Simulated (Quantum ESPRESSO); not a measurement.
A Quantum ESPRESSO 7.5 run (revPBE) on a crystal of composition Si3C lists these optical modes at the zone centre:

```
symmetry  cm⁻¹  components  active in
     E1u  308i           2         IR
     B1u  263i           1     silent
     E2u   108           2     silent
     A2u   301           1         IR
     E1u   307           2         IR
     B2u   525           1     silent
```

How many atoms does the primitive cell hold, does the crystal have a centre of inversion, and what is its point group?

9 optical and 3 acoustic modes make 4 atoms. The labels g and u show a centre of inversion, so no mode is both infrared and Raman active. The point group is 6/mmm (space group P6/mmm, No. 191).

The cell:

```yaml
crystal:
  lattice:
    - [4.91685, 0.00000, 0.00000]
    - [-2.45843, 4.25812, 0.00000]
    - [0.00000, 0.00000, 2.43424]
  atoms:
    - { symbol: Si, position: [0.50000, 0.00000, 0.50000] }
    - { symbol: Si, position: [0.00000, 0.50000, 0.50000] }
    - { symbol: Si, position: [0.50000, 0.50000, 0.50000] }
    - { symbol: C, position: [0.00000, 0.00000, 0.50000] }
```

Caveat: the mesh is thin for the phonons of a metal; some modes are imaginary.
